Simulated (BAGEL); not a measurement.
# AlH2SOF (SMILES [OH][Al]([F])[SH]) at HF/6-311+G(d,p) (density fitting with qzvpp-jkfit)

Aim: the vertical singlet–triplet gap of AlH2SOF at HF/6-311+G** (density fitting with qzvpp-jkfit), from 2 runs. 

The calculation is run with BAGEL 1.2.2.

## Step 1: The system as given

AlH2SOF has 6 atoms, charge 0, and is taken as a singlet. SMILES: `[OH][Al]([F])[SH]`. The shape is that of a PBE0-D4/def2-TZVP optimisation. This is one conformer, not always the lowest.

Bond lengths: O1–Al2 1.679 Å, Al2–F3 1.641 Å, Al2–S4 2.167 Å, O1–H5 0.955 Å, S4–H6 1.345 Å. Angles: O1–Al2–F3 118.1°, O1–Al2–S4 123.1°, F3–Al2–S4 118.8°, Al2–O1–H5 125.1°, Al2–S4–H6 92.0°.

## Step 2: The energy at HF/6-311+G(d,p) (density fitting with qzvpp-jkfit)

input.json

```json
{ "bagel": [

{
  "title": "molecule",
  "basis": "6-311+gss.json",
  "df_basis": "qzvpp-jkfit",
  "angstrom": true,
  "geometry": [
    { "atom": "O", "xyz": [    1.399600,   -0.456300,   -1.028900 ] },
    { "atom": "Al", "xyz": [    0.238600,   -0.260800,    0.168100 ] },
    { "atom": "F", "xyz": [    0.421300,   -1.101000,    1.565700 ] },
    { "atom": "S", "xyz": [   -1.478600,    1.043100,   -0.050300 ] },
    { "atom": "H", "xyz": [    1.392200,   -0.019300,   -1.877900 ] },
    { "atom": "H", "xyz": [   -1.931000,    0.730400,    1.177100 ] }
  ]
},
{ "title": "hf" },
{ "title": "print", "file": "orbitals.molden", "orbitals": true }

]}
```

The basis set 6-311+G** is read from a file made from the Basis Set Exchange's data (not shown).

Command:

```bash
$ BAGEL_NUM_THREADS=1 BAGEL input.json > input.out
```

Log:

```text
* using 1 threads per process

  ===============================================================
  ===============================================================

  *** Geometry ***

  { "atom" : "O", "xyz" : [      2.644861,     -0.862282,     -1.944339 ] },
  { "atom" : "Al", "xyz" : [      0.450889,     -0.492841,      0.317663 ] },
  { "atom" : "F", "xyz" : [      0.796142,     -2.080588,      2.958744 ] },
  { "atom" : "S", "xyz" : [     -2.794149,      1.971173,     -0.095053 ] },
  { "atom" : "H", "xyz" : [      2.630877,     -0.036472,     -3.548717 ] },
  { "atom" : "H", "xyz" : [     -3.649061,      1.380256,      2.224397 ] },

  Number of auxiliary basis functions:      446

  Since a DF basis is specified, we compute 2- and 3-index integrals:
    o Being stored without compression. Storage requirement is 0.048 GB

  Number of basis functions:      116
  Number of electrons      :       48

    * METHOD: MOLECULE                             0.23

  *** RHF ***

  === Nuclear Repulsion ===
   200.4958306349

      * DIIS with orbital gradients will be used.

  === RHF iteration (6-311+gss.json) ===
      0       -814.72708201          0.03286994           0.09
      1       -814.94491223          0.02571209           0.09
      2       -815.16244067          0.00149467           0.09
      3       -815.16450137          0.00042130           0.09
      4       -815.16466270          0.00015957           0.09
      5       -815.16468427          0.00005337           0.09
      6       -815.16468696          0.00001977           0.09
      7       -815.16468744          0.00000305           0.09
      8       -815.16468745          0.00000120           0.09
      9       -815.16468745          0.00000053           0.09
     10       -815.16468745          0.00000016           0.09
     11       -815.16468745          0.00000006           0.09
     12       -815.16468745          0.00000002           0.09
     13       -815.16468745          0.00000001           0.09
    * SCF iteration converged.

    * Permanent dipole moment:
           (    0.243105,    -0.415241,     0.484524) a.u.

    * METHOD: HF                                   1.48

    * METHOD: PRINT                                0.03

  ===============================================================
```

Run time: 1.9 s. Hardware: 1 thread of Arm Neoverse V1, shared host; peak memory 0.15 GiB.

## Step 3: The triplet

input.json

```json
{ "bagel" : [

{
  "title" : "molecule",
  "basis" : "6-311+gss.json",
  "df_basis" : "qzvpp-jkfit",
  "angstrom" : true,
  "geometry" : [
    { "atom" : "O", "xyz" : [       1.399600,      -0.456300,      -1.028900 ] },
    { "atom" : "Al", "xyz" : [       0.238600,      -0.260800,       0.168100 ] },
    { "atom" : "F", "xyz" : [       0.421300,      -1.101000,       1.565700 ] },
    { "atom" : "S", "xyz" : [      -1.478600,       1.043100,      -0.050300 ] },
    { "atom" : "H", "xyz" : [       1.392200,      -0.019300,      -1.877900 ] },
    { "atom" : "H", "xyz" : [      -1.931000,       0.730400,       1.177100 ] }
  ]
},

{
  "title" : "uhf",
  "nopen" : 2
},

{
  "title" : "print",
  "file" : "orbitals.molden",
  "orbitals" : true
}

]}
```

The basis set 6-311+G** is read from a file made from the Basis Set Exchange's data (not shown).

Command:

```bash
$ BAGEL_NUM_THREADS=1 BAGEL input.json > input.out
```

Log:

```text
* using 1 threads per process

  ===============================================================
  ===============================================================

  *** Geometry ***

  { "atom" : "O", "xyz" : [      2.644861,     -0.862282,     -1.944339 ] },
  { "atom" : "Al", "xyz" : [      0.450889,     -0.492841,      0.317663 ] },
  { "atom" : "F", "xyz" : [      0.796142,     -2.080588,      2.958744 ] },
  { "atom" : "S", "xyz" : [     -2.794149,      1.971173,     -0.095053 ] },
  { "atom" : "H", "xyz" : [      2.630877,     -0.036472,     -3.548717 ] },
  { "atom" : "H", "xyz" : [     -3.649061,      1.380256,      2.224397 ] },

  Number of auxiliary basis functions:      446

  Since a DF basis is specified, we compute 2- and 3-index integrals:
    o Being stored without compression. Storage requirement is 0.048 GB

  Number of basis functions:      116
  Number of electrons      :       48

    * METHOD: MOLECULE                             0.23

  *** Open-shell HF ***

  === Nuclear Repulsion ===
   200.4958306349

      * DIIS with orbital gradients will be used.

  === UHF iteration (6-311+gss.json) ===
      0       -814.39696467          0.06985049           0.17
      1       -814.35650361          0.07639865           0.18
      2       -814.53617216          0.06496309           0.17
      3       -814.94322826          0.00542397           0.18
      4       -814.95720380          0.00236747           0.18
      5       -814.96171738          0.00129220           0.17
      6       -814.96333785          0.00060139           0.18
      7       -814.96387969          0.00021535           0.18
      8       -814.96402416          0.00014280           0.18
      9       -814.96412747          0.00009126           0.18
     10       -814.96418784          0.00006983           0.17
     11       -814.96424043          0.00005466           0.18
     12       -814.96427296          0.00004111           0.18
     13       -814.96430000          0.00002867           0.17
     14       -814.96431380          0.00001581           0.18
     15       -814.96431706          0.00000749           0.17
     16       -814.96431738          0.00000385           0.18
     17       -814.96431747          0.00000267           0.18
     18       -814.96431751          0.00000140           0.17
     19       -814.96431752          0.00000097           0.18
     20       -814.96431752          0.00000081           0.17
     21       -814.96431752          0.00000069           0.18
     22       -814.96431753          0.00000060           0.18
     23       -814.96431753          0.00000044           0.17
     24       -814.96431753          0.00000031           0.18
     25       -814.96431754          0.00000016           0.18
     26       -814.96431754          0.00000007           0.17
     27       -814.96431754          0.00000004           0.18
     28       -814.96431754          0.00000002           0.17
     29       -814.96431754          0.00000002           0.18
     30       -814.96431754          0.00000001           0.18
     31       -814.96431754          0.00000001           0.17
     32       -814.96431754          0.00000001           0.18
    * SCF iteration converged.

    * S^2 (UHF) is 2.0120

    * Permanent dipole moment:
           (    1.269954,    -1.201596,     0.630254) a.u.

    * METHOD: UHF                                  6.02

    * METHOD: PRINT                                0.03

  ===============================================================
```

Run time: 6.6 s. Hardware: 1 thread of Arm Neoverse V1, shared host; peak memory 0.15 GiB.

## Step 4: Outcome

Level: HF/6-311+G** (density fitting with qzvpp-jkfit).

| quantity | value |
| --- | --- |
| singlet: total energy | -815.16469 Eh |
| singlet: dipole moment | 1.74 D |
| singlet: HOMO energy | -10.93 eV |
| singlet: LUMO energy | 0.86 eV |
| singlet: HOMO–LUMO gap | 11.79 eV |
| triplet: total energy | -814.96432 Eh |
| triplet: dipole moment | 4.72 D |
| triplet: ⟨S²⟩ | 2.012 |
| vertical energy of the triplet above the singlet | 5.452 eV |

At this shape the triplet lies 5.45 eV (526 kJ/mol) above the singlet.
